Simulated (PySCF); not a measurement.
**One shape, several levels: GeHBr (SMILES [GeH][Br])**

Wanted: a comparison of 3 runs (r2SCAN/6-311++G**, DF-CCSD(T)/cc-pVDZ-PP, CISD/CRENBL) of GeHBr. 

The calculation is run with PySCF 2.14.0.

9 further runs of the same task are left out: 7 that didn't finish, 2 set aside as unsound or not needed.

### 1 The molecule

GeHBr: 3 atoms, total charge 0, spin state singlet. As SMILES, `[GeH][Br]`. The shape is that of a PBE0-D4/def2-TZVP optimisation.

Bond lengths: Ge1–Br2 2.339 Å, Ge1–H3 1.598 Å. Angles: Br2–Ge1–H3 93.3°.

### 2 The stability of the SCF solution at r2SCAN/6-311++G(d,p) (run 1)

calc.py reads:

```python
from pyscf import gto, dft

mol = gto.M(
    atom='''
Ge     0.679168    -1.624975     0.177634
Br     1.272920     2.678120     0.993807
H     -1.972874    -1.175788    -1.196575
''',
    max_memory=1860,
    basis='6-311++g**',
    verbose=4,
    unit='bohr',
)

mf = dft.RKS(mol, xc='r2scan')
mf.kernel()

e_final = mf.e_tot
print(f'total energy: {e_final:.8f} hartree')
mo_i, mo_e, stable_i, stable_e = mf.stability(internal=True, external=True, return_status=True)
print('stable: internal', stable_i, 'external', stable_e)
```

Started as:

```sh
$ OMP_NUM_THREADS=1 python calc.py
```

Output:

```text
PySCF version 2.14.0

[INPUT] num. atoms = 3
[INPUT] num. electrons = 68
[INPUT] charge = 0
[INPUT] spin (= nelec alpha-beta = 2S) = 0
[INPUT] symmetry False subgroup None
[INPUT] Mole.unit = bohr
[INPUT] Symbol           X                Y                Z      unit          X                Y                Z       unit  Magmom
[INPUT]  1 Ge     0.359400227986  -0.859899738315   0.093999864685 AA    0.679168000000  -1.624975000000   0.177634000000 Bohr   0.0
[INPUT]  2 Br     0.673600255324   1.417200072109   0.525900016453 AA    1.272920000000   2.678120000000   0.993807000000 Bohr   0.0
[INPUT]  3 H     -1.043999960817  -0.622200214473  -0.633200221157 AA   -1.972874000000  -1.175788000000  -1.196575000000 Bohr   0.0

[... 65 lines left out ...]
converged SCF energy = -4651.66577825844
total energy: -4651.66577826 hartree
[... 3 lines left out ...]
WARN: QR decomposition removed 1 vectors.

rhf_real2complex: lowest eigs of H = [-3.86876391e-17  9.07836278e-02  1.51038123e-01]
<class 'pyscf.dft.rks.RKS'> wavefunction is stable in the real -> complex stability analysis
rhf_external: lowest eigs of H = [0.02787817 0.11162813 0.12106579]
<class 'pyscf.dft.rks.RKS'> wavefunction is stable in the RHF/RKS -> UHF/UKS stability analysis
stable: internal True external True
```

It took 85 s on 1 thread of Intel Xeon 6975P-C (Granite Rapids), shared host; peak memory 0.54 GiB.

### 3 The energy at DF-CCSD(T)/cc-pVDZ-PP (core potential) (run 2)

start.xyz reads:

```xyz
3
BrGeH
Ge     0.359400    -0.859900     0.094000
Br     0.673600     1.417200     0.525900
H     -1.044000    -0.622200    -0.633200
```

input.py reads:

```python
from pyscf import gto, scf, cc

mol = gto.Mole()
mol.atom = 'start.xyz'
mol.max_memory = 1860
mol.ecp = {'Ge': 'cc-pvdz-pp', 'Br': 'cc-pvdz-pp'}
mol.verbose = 4
mol.symmetry = True
mol.basis = {'default': 'cc-pvdz-pp', 'H': 'cc-pvdz'}
mol.build()

calc0 = scf.RHF(mol)
calc0.kernel()

mycc = cc.CCSD(calc0, frozen=8).density_fit()
mycc.kernel()
e_t = mycc.ccsd_t()
e_final = mycc.e_tot + e_t
print('E(%s) = %.9f' % ('DF-CCSD(T)', e_final))
```

Started as:

```sh
$ OMP_NUM_THREADS=1 python input.py
```

Output:

```text
PySCF version 2.14.0

[INPUT] num. atoms = 3
[INPUT] num. electrons = 48
[INPUT] charge = 0
[INPUT] spin (= nelec alpha-beta = 2S) = 0
[INPUT] symmetry True subgroup None
[INPUT] Mole.unit = angstrom
[INPUT] Symbol           X                Y                Z      unit          X                Y                Z       unit  Magmom
[INPUT]  1 Ge     0.359400000000  -0.859900000000   0.094000000000 AA    0.679167569169  -1.624975494513   0.177634255709 Bohr   0.0
[INPUT]  2 Br     0.673600000000   1.417200000000   0.525900000000 AA    1.272919517507   2.678119863734   0.993806968909 Bohr   0.0
[INPUT]  3 H     -1.044000000000  -0.622200000000  -0.633200000000 AA   -1.972874074046  -1.175787594704  -1.196574582075 Bohr   0.0

[... 55 lines left out ...]
converged SCF energy = -709.472457423224
[... 15 lines left out ...]
WARN: Even tempered Gaussians are generated as DF auxbasis for  Br Ge
[... 29 lines left out ...]
WARN: Even tempered Gaussians are generated as DF auxbasis for  Br Ge
[... 1 line left out ...]
Init t2, MP2 energy = -709.696566083942  E_corr(MP2) -0.224108660717937
[... 12 lines left out ...]
RCCSD converged
[... 2 lines left out ...]
E(DF-CCSD(T)) = -709.728953452
```

Wall time 3.3 s (1 thread of Intel Xeon 6975P-C (Granite Rapids), shared host); peak memory 0.17 GiB.

### 4 A single-point energy at CISD/CRENBL (core potential) (run 3)

job.py reads:

```python
from pyscf import gto, scf, ci

molecule = gto.Mole()
molecule.atom = '''
Ge
Br 1 2.338898
H 1 1.598391 2 93.27786
'''
molecule.verbose = 4
molecule.max_memory = 1860
molecule.ecp = {'Ge': 'crenbl', 'Br': 'crenbl'}
molecule.charge = 0
molecule.spin = 0
molecule.basis = 'crenbl'
molecule.build()

hf = scf.RHF(molecule)
hf.diis_space = 12
hf.kernel()

cisd = ci.CISD(hf)
cisd.kernel()
energy = cisd.e_tot
print('Final energy', energy)
hf.analyze()
```

Started as:

```sh
$ OMP_NUM_THREADS=1 python job.py
```

Output:

```text
PySCF version 2.14.0

[INPUT] num. atoms = 3
[INPUT] num. electrons = 32
[INPUT] charge = 0
[INPUT] spin (= nelec alpha-beta = 2S) = 0
[INPUT] symmetry False subgroup None
[INPUT] Mole.unit = angstrom
[INPUT] Symbol           X                Y                Z      unit          X                Y                Z       unit  Magmom
[INPUT]  1 Ge     0.000000000000   0.000000000000   0.000000000000 AA    0.000000000000   0.000000000000   0.000000000000 Bohr   0.0
[INPUT]  2 Br     2.338898000000   0.000000000000   0.000000000000 AA    4.419876653293   0.000000000000   0.000000000000 Bohr   0.0
[INPUT]  3 H     -0.091393196237   0.000000000000   1.595776009521 AA   -0.172708110537   0.000000000000   3.015579614146 Bohr   0.0

[... 65 lines left out ...]
Two-electron Energy =                  255.419276447835159
[... 11 lines left out ...]
MO #8   energy= -1.61211437761334  occ= 2
[... 9 lines left out ...]
MO #18  energy= 0.0836723638052281 occ= 0
[... 9 lines left out ...]
MO #28  energy= 0.954676105429279  occ= 0
[... 9 lines left out ...]
MO #38  energy= 4.18966158067552   occ= 0
[... 9 lines left out ...]
MO #48  energy= 17.4377134371213   occ= 0
[... 9 lines left out ...]
MO #58  energy= 26.1040568225759   occ= 0
[... 9 lines left out ...]
MO #68  energy= 124.938860676617   occ= 0
[... 74 lines left out ...]
Dipole moment(X, Y, Z, Debye): -3.21056,  0.00000,  0.05007
```

Run time: 3.6 s. Hardware: 1 thread of Intel Xeon 6975P-C (Granite Rapids), shared host; peak memory 0.33 GiB.

### 5 The series

```csv
run,level,task,integration grid,energy (Eh),dipole moment (D) of the reference,HOMO energy (eV),LUMO energy (eV),wall time
1,r2SCAN/6-311++G**,stability,3,-4651.665778,1.68,-6.29,-3.87,85 s
2,DF-CCSD(T)/cc-pVDZ-PP (core potential),energy,–,-709.728953,2.37,-9.52,-0.06,3.3 s
3,CISD/CRENBL (core potential),energy,–,-247.955215,3.21,-9.62,-0.39,3.6 s
```

### 6 Results

| quantity | value |
| --- | --- |
| run 3: total energy | -247.95521 Eh |
| run 3: dipole moment (Hartree–Fock density) | 3.21 D |
| run 3: HOMO energy (Hartree–Fock orbitals) | -9.62 eV |
| run 3: LUMO energy (Hartree–Fock orbitals) | -0.39 eV |
| run 3: HOMO–LUMO gap (Hartree–Fock orbitals) | 9.23 eV |
| run 3: correlation energy | -557.6 mEh |

**Reading.** Some runs of one species differ in core potentials or relativity; totals across that change don't compare. All runs together took 92 s, the longest 85 s.
